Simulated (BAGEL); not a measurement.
# HF/6-31G(d) (density fitting with qzvpp-jkfit, spherical functions) run of CH5BClN (SMILES NCBCl)

Aim: the energy change on altering one bond length of CH5BClN at HF/6-31G* (density fitting with qzvpp-jkfit, spherical functions), from 2 runs. 

The calculation is run with BAGEL 1.2.2.

5 further runs of the same task are left out: 4 that didn't finish, 1 set aside as unsound or not needed.

## (1) Starting point

CH5BClN: 9 atoms, total charge 0, spin state singlet. As SMILES, `NCBCl`. Geometry: relaxed at PBE0-D4/def2-TZVP. This is one conformer, not always the lowest.

Bond lengths: N1–C2 1.444 Å, C2–B3 1.549 Å, B3–Cl4 1.749 Å, N1–H5 1.011 Å, N1–H6 1.010 Å, C2–H7 1.112 Å, C2–H8 1.100 Å, B3–H9 1.193 Å. Some angles: N1–C2–B3 117.7°, C2–B3–Cl4 121.6°, N1–C2–H7 114.9°, N1–C2–H8 110.4°, B3–C2–H7 102.2°, B3–C2–H8 106.9°, C2–N1–H5 111.5°, C2–N1–H6 112.1°, C2–B3–H9 121.4°, Cl4–B3–H9 116.9°.

## (2) A single-point energy at HF/6-31G(d) (density fitting with qzvpp-jkfit, spherical functions)

Contents of input.json:

```json
{ "bagel" : [

{
  "title" : "molecule",
  "basis" : "6-31gs.json",
  "df_basis" : "qzvpp-jkfit",
  "angstrom" : true,
  "geometry" : [
    { "atom" : "N", "xyz" : [      -0.982500,       0.902000,       0.103600 ] },
    { "atom" : "C", "xyz" : [       0.104400,       0.053300,       0.532000 ] },
    { "atom" : "B", "xyz" : [       0.577300,      -1.055600,      -0.440200 ] },
    { "atom" : "Cl", "xyz" : [       0.054200,      -1.097200,      -2.108100 ] },
    { "atom" : "H", "xyz" : [      -0.910300,       1.129300,      -0.878900 ] },
    { "atom" : "H", "xyz" : [      -1.020500,       1.764600,       0.627600 ] },
    { "atom" : "H", "xyz" : [       1.053500,       0.586400,       0.761400 ] },
    { "atom" : "H", "xyz" : [      -0.145900,      -0.439400,       1.483000 ] },
    { "atom" : "H", "xyz" : [       1.358200,      -1.889700,      -0.097600 ] }
  ]
},

{ "title" : "hf" },

{ "title" : "print", "file" : "orbitals.molden", "orbitals" : true }

]}
```

The basis set 6-31G* is read from a file made from the Basis Set Exchange's data (not shown).

Started as:

```console
BAGEL_NUM_THREADS=1 BAGEL input.json > input.out
```

Log:

```text
* using 1 threads per process

  ===============================================================
  ===============================================================

  *** Geometry ***

  { "atom" : "N", "xyz" : [     -1.856656,      1.704533,      0.195776 ] },
  { "atom" : "C", "xyz" : [      0.197287,      0.100722,      1.005334 ] },
  { "atom" : "B", "xyz" : [      1.090939,     -1.994795,     -0.831857 ] },
  { "atom" : "Cl", "xyz" : [      0.102423,     -2.073408,     -3.983732 ] },
  { "atom" : "H", "xyz" : [     -1.720218,      2.134068,     -1.660880 ] },
  { "atom" : "H", "xyz" : [     -1.928466,      3.334611,      1.185992 ] },
  { "atom" : "H", "xyz" : [      1.990826,      1.108135,      1.438837 ] },
  { "atom" : "H", "xyz" : [     -0.275711,     -0.830346,      2.802464 ] },
  { "atom" : "H", "xyz" : [      2.566626,     -3.571015,     -0.184437 ] },

  Number of auxiliary basis functions:      445

  Since a DF basis is specified, we compute 2- and 3-index integrals:
    o Being stored without compression. Storage requirement is 0.017 GB

  Number of basis functions:       70
  Number of electrons      :       40

    * METHOD: MOLECULE                             0.16

  *** RHF ***

  === Nuclear Repulsion ===
   141.9765776086

      * DIIS with orbital gradients will be used.

  === RHF iteration (6-31gs.json) ===
      0       -579.27052543          0.01869161           0.03
      1       -579.38311947          0.00899274           0.03
      2       -579.41179064          0.00177108           0.03
      3       -579.41331746          0.00023816           0.03
      4       -579.41336121          0.00008340           0.03
      5       -579.41336720          0.00002462           0.03
      6       -579.41336786          0.00000711           0.03
      7       -579.41336791          0.00000200           0.03
      8       -579.41336792          0.00000054           0.03
      9       -579.41336792          0.00000020           0.03
     10       -579.41336792          0.00000007           0.03
     11       -579.41336792          0.00000002           0.03
     12       -579.41336792          0.00000001           0.03
    * SCF iteration converged.

    * Permanent dipole moment:
           (   -0.529589,    -0.473452,    -0.488235) a.u.

    * METHOD: HF                                   0.51

    * METHOD: PRINT                                0.01

  ===============================================================
```

It took 0.9 s on 1 thread of Arm Neoverse V2, shared host; peak memory 0.093 GiB.

## (3) The distorted shape, same level

Contents of input.json:

```json
{ "bagel": [

{
  "title": "molecule",
  "basis": "6-31gs.json",
  "df_basis": "qzvpp-jkfit",
  "angstrom": "true",
  "geometry": [
    { "atom": "N", "xyz": [      -1.004157,       0.833819,       0.398310 ] },
    { "atom": "C", "xyz": [       0.082743,      -0.014881,       0.826710 ] },
    { "atom": "B", "xyz": [       0.555643,      -1.123781,      -0.145490 ] },
    { "atom": "Cl", "xyz": [       0.032543,      -1.165381,      -1.813390 ] },
    { "atom": "H", "xyz": [      -0.910300,       1.129300,      -0.878900 ] },
    { "atom": "H", "xyz": [      -1.042157,       1.696419,       0.922310 ] },
    { "atom": "H", "xyz": [       1.031843,       0.518219,       1.056110 ] },
    { "atom": "H", "xyz": [      -0.167557,      -0.507581,       1.777710 ] },
    { "atom": "H", "xyz": [       1.336543,      -1.957881,       0.197110 ] }
  ]
},

{ "title": "hf" },

{ "title": "print", "file": "orbitals.molden", "orbitals": "true" }

]}
```

The basis set 6-31G* is read from a file made from the Basis Set Exchange's data (not shown).

Started as:

```console
BAGEL_NUM_THREADS=1 BAGEL input.json > input.out
```

Log:

```text
* using 1 threads per process

  ===============================================================
  ===============================================================

  *** Geometry ***

  { "atom" : "N", "xyz" : [     -1.897582,      1.575690,      0.752697 ] },
  { "atom" : "C", "xyz" : [      0.156362,     -0.028121,      1.562255 ] },
  { "atom" : "B", "xyz" : [      1.050013,     -2.123638,     -0.274936 ] },
  { "atom" : "Cl", "xyz" : [      0.061497,     -2.202251,     -3.426810 ] },
  { "atom" : "H", "xyz" : [     -1.720218,      2.134068,     -1.660880 ] },
  { "atom" : "H", "xyz" : [     -1.969391,      3.205767,      1.742913 ] },
  { "atom" : "H", "xyz" : [      1.949901,      0.979292,      1.995759 ] },
  { "atom" : "H", "xyz" : [     -0.316637,     -0.959189,      3.359385 ] },
  { "atom" : "H", "xyz" : [      2.525700,     -3.699859,      0.372484 ] },

  Number of auxiliary basis functions:      445

  Since a DF basis is specified, we compute 2- and 3-index integrals:
    o Being stored without compression. Storage requirement is 0.017 GB

  Number of basis functions:       70
  Number of electrons      :       40

    * METHOD: MOLECULE                             0.16

  *** RHF ***

  === Nuclear Repulsion ===
   140.9414900121

      * DIIS with orbital gradients will be used.

  === RHF iteration (6-31gs.json) ===
      0       -579.21389300          0.01900314           0.03
      1       -579.32431575          0.01025530           0.03
      2       -579.36138666          0.00194185           0.03
      3       -579.36335355          0.00030653           0.03
      4       -579.36343386          0.00011168           0.03
      5       -579.36344639          0.00003345           0.03
      6       -579.36344768          0.00000888           0.03
      7       -579.36344777          0.00000246           0.03
      8       -579.36344777          0.00000071           0.03
      9       -579.36344777          0.00000027           0.03
     10       -579.36344777          0.00000011           0.03
     11       -579.36344777          0.00000004           0.03
     12       -579.36344777          0.00000002           0.03
     13       -579.36344777          0.00000001           0.03
    * SCF iteration converged.

    * Permanent dipole moment:
           (   -0.551710,    -0.454297,    -0.506200) a.u.

    * METHOD: HF                                   0.57

    * METHOD: PRINT                                0.01

  ===============================================================
```

Run time: 0.88 s. Hardware: 1 thread of Arm Neoverse V2, shared host; peak memory 0.094 GiB.

## (4) Outcome

Level: HF/6-31G* (density fitting with qzvpp-jkfit, spherical functions).

| quantity | value |
| --- | --- |
| first shape: total energy | -579.41337 Eh |
| first shape: dipole moment | 2.19 D |
| first shape: HOMO energy | -10.57 eV |
| first shape: LUMO energy | 2.92 eV |
| first shape: HOMO–LUMO gap | 13.49 eV |
| distorted shape: total energy | -579.36345 Eh |
| distorted shape: dipole moment | 2.23 D |
| distorted shape: HOMO energy | -10.46 eV |
| distorted shape: LUMO energy | 2.91 eV |
| distorted shape: HOMO–LUMO gap | 13.38 eV |
| energy change with the N1–H5 bond stretched from 1.011 to 1.314 Å | 1.358 eV |

With the N1–H5 bond stretched from 1.011 to 1.314 Å the energy rises by 1.36 eV (31 kcal/mol). The first shape isn't relaxed at this level, so the change isn't measured from a minimum.
